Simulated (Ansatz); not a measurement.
# H₅N₂OSTa: basis-set convergence

An exercise on one series of results from a longer session: the logs are not shown, and one member is left open.

Program: Ansatz 0.2.0, Gaussian basis. Level of theory: one geometry, several basis sets. These are calculated values, not measurements.

The runs, in order: PBE0-D4/def2-SVP; ωB97M-V/def2-SVP; PBE0-D4/def2-QZVPP; ωB97M-V/def2-QZVPP; the functionals' def2-TZVPP values are taken from earlier runs.

### The relaxed structure

An earlier PBE0-D4 in a triple-zeta def2 set relaxation fixed the geometry. Ta takes the def2 core potential; no spin-orbit term is included.

SMILES `[NH2][Ta]([NH2])([OH])=[S]`, 10 atoms, charge 0, spin multiplicity 1.

Atoms are counted from 1 here; the program's logs count them from 0.

Bond lengths: N1–Ta2 1.975 Å, N1–H6 1.009 Å, N1–H7 1.010 Å, Ta2–N3 1.975 Å, Ta2–O4 1.903 Å, Ta2–S5 2.169 Å, N3–H8 1.010 Å, N3–H9 1.009 Å, O4–H10 0.957 Å. Angles: Ta2–N1–H6 124.6°, Ta2–N1–H7 125.0°, H6–N1–H7 110.4°, N1–Ta2–N3 111.3°, N1–Ta2–O4 107.5°, N1–Ta2–S5 108.1°, N3–Ta2–O4 107.6°, N3–Ta2–S5 108.1°, O4–Ta2–S5 114.4°, Ta2–N3–H8 125.0°, Ta2–N3–H9 124.6°, H8–N3–H9 110.4°, Ta2–O4–H10 132.0°.

Set-up of the first run:

Input file in.yaml:

```yaml
crystal:
  periodic: [false, false, false]
  atoms:
    - {symbol: N, position_ang: [-1.583507, 0.752511, -0.320425]}
    - {symbol: Ta, position_ang: [0.306921, 0.283706, 0.004743]}
    - {symbol: N, position_ang: [0.462937, -1.382228, 1.053414]}
    - {symbol: O, position_ang: [1.120608, -0.024845, -1.687262]}
    - {symbol: S, position_ang: [1.209300, 1.887316, 1.152456]}
    - {symbol: H, position_ang: [-2.044683, 1.566791, 0.055989]}
    - {symbol: H, position_ang: [-2.233025, 0.197252, -0.858849]}
    - {symbol: H, position_ang: [0.150233, -2.291792, 0.745189]}
    - {symbol: H, position_ang: [0.837939, -1.437365, 1.988155]}
    - {symbol: H, position_ang: [1.856476, 0.397554, -2.130410]}
basis:
  gaussian: {orbitals: def2-SVP}
hamiltonian: {xc: pbe0, dispersion: d4}
output: {orbitals: {seedname: orbitals}}
```

The run is started by

```sh
$ ansatz run in.yaml --threads 2 --pin off --events-out ev --progress --plain --max-ram 32768MiB --backend cpu
```

Among the steps run: PBE0-D4 in def2-SVP; ωB97M-V in def2-SVP; PBE0-D4 in def2-QZVPP; ωB97M-V in def2-QZVPP.

One of the session's tables, all rows but one given; the rest of the session is left out.

It belongs to the step «Functionals by basis». 

```
functional       basis  HOMO (eV)
   PBE0-D4    def2-SVP          ?
   PBE0-D4  def2-TZVPP      -7.24
   PBE0-D4  def2-QZVPP      -7.29
   ωB97M-V    def2-SVP      -9.32
   ωB97M-V  def2-TZVPP      -9.37
   ωB97M-V  def2-QZVPP      -9.42
```

Estimate the missing values for PBE0-D4, def2-SVP.

As computed: HOMO (eV): -7.21. In the column «HOMO (eV)» it is the highest.
